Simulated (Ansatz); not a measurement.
# CH₆BFSn: one species, many methods

The task here is to estimate one member of a computed series from the others.

Program: Ansatz 0.2.0, Gaussian basis. Level of theory: functionals in def2-TZVPP, the program's frozen cores in correlated methods. These are calculated values, not measurements.

The runs, in order: PBE-D4, r2SCAN-D4, PBE0-D4, B3LYP-D4, ωB97X-V, ωB97M-V, B2PLYP; CCSD(T)/def2-TZVPP; MP2/def2-QZVPP; extrapolation to the limit.

## Structure used throughout

The geometry comes from an earlier relaxation with PBE0-D4 in a triple-zeta def2 set; it is a stationary point, not always the lowest conformer. Sn takes the def2 core potential; no spin-orbit term is included.

SMILES `C[B](F)[SnH3]`, 10 atoms, charge 0, spin multiplicity 1.

Atoms are counted from 1 here; the program's logs count them from 0.

Bond lengths: C1–B2 1.556 Å, C1–H5 1.096 Å, C1–H6 1.096 Å, C1–H7 1.092 Å, B2–F3 1.326 Å, B2–Sn4 2.282 Å, Sn4–H8 1.708 Å, Sn4–H9 1.712 Å, Sn4–H10 1.712 Å. Angles: B2–C1–H5 109.7°, B2–C1–H6 110.0°, B2–C1–H7 113.4°, H5–C1–H6 105.2°, H5–C1–H7 109.0°, H6–C1–H7 109.1°, C1–B2–F3 119.5°, C1–B2–Sn4 123.5°, F3–B2–Sn4 117.0°, B2–Sn4–H8 113.1°, B2–Sn4–H9 110.9°, B2–Sn4–H10 110.9°, H8–Sn4–H9 107.6°, H8–Sn4–H10 107.6°, H9–Sn4–H10 106.3°.

As a file:

```
C     0.1071    1.3462   -1.0149
B     0.7298    0.0675   -0.3850
F     1.9664   -0.2845   -0.7096
Sn   -0.3753   -1.2750    1.0923
H    -0.8055    1.0823   -1.5618
H    -0.2188    2.0331   -0.2257
H     0.7858    1.8729   -1.6896
H     0.5650   -2.5942    1.6339
H    -0.8695   -0.3899    2.4716
H    -1.8023   -1.9096    0.3917
```

The first run:

in.yaml reads:

```yaml
crystal:
  periodic: [false, false, false]
  atoms:
    - {symbol: C, position_ang: [0.107056, 1.346235, -1.014885]}
    - {symbol: B, position_ang: [0.729829, 0.067523, -0.384977]}
    - {symbol: F, position_ang: [1.966420, -0.284457, -0.709618]}
    - {symbol: Sn, position_ang: [-0.375255, -1.274995, 1.092346]}
    - {symbol: H, position_ang: [-0.805525, 1.082313, -1.561843]}
    - {symbol: H, position_ang: [-0.218778, 2.033118, -0.225738]}
    - {symbol: H, position_ang: [0.785846, 1.872906, -1.689610]}
    - {symbol: H, position_ang: [0.565040, -2.594181, 1.633898]}
    - {symbol: H, position_ang: [-0.869473, -0.389930, 2.471582]}
    - {symbol: H, position_ang: [-1.802257, -1.909632, 0.391746]}
basis:
  gaussian: {orbitals: def2-TZVPP}
hamiltonian: {xc: pbe, dispersion: d4}
output: {forces: true, orbitals: {seedname: orbitals}}
```

Command:

```bash
> ansatz run in.yaml --threads 4 --pin off --events-out ev --progress --plain --max-ram 10444MiB
```

Steps of the session up to this table: PBE-D4 (GGA); r2SCAN-D4 (meta-GGA); PBE0-D4 (hybrid); B3LYP-D4 (hybrid); ωB97X-V (range-separated); ωB97M-V (range-separated); B2PLYP (double hybrid); CCSD(T) in def2-TZVPP; MP2 in def2-QZVPP.

One of the session's tables, all rows but one given; the rest of the session is left out.

| method | atoms, summed (eV) | atomisation energy (kJ/mol) |
| --- | --- | --- |
| PBE-D4 | -10321.883 | 3367.3 |
| r2SCAN-D4 | -10327.469 | 3347.6 |
| PBE0-D4 | -10323.040 | 3328.4 |
| B3LYP-D4 | -10330.366 | 3332.7 |
| ωB97X-V | -10325.687 | 3352.2 |
| ωB97M-V | -10324.333 | 3342.8 |
| B2PLYP | -10319.055 | 3297.1 |
| HF/def2-TZVPP | -10285.234 | 2521.0 |
| MP2/def2-TZVPP | -10300.800 | 3280.8 |
| CCSD/def2-TZVPP | ? | ? |
| CCSD(T)/def2-TZVPP | -10302.512 | 3270.4 |
| MP2/CBS | -10312.377 | 3350.4 |
| CCSD(T)/CBS | -10314.089 | 3340.1 |

Estimate the missing values for CCSD/def2-TZVPP.

As computed: atoms, summed (eV): -10302.165; atomisation energy (kJ/mol): 3230.8. In the column «atoms, summed (eV)» it lies between CCSD(T)/def2-TZVPP (-10302.512) and MP2/def2-TZVPP (-10300.800).

Caveats from the session: Free atoms (1 C, 1 B, 1 F, 1 Sn, 6 H) were run apart at each level; the atomisation energy is their sum less the molecule, without zero-point or spin-orbit terms.
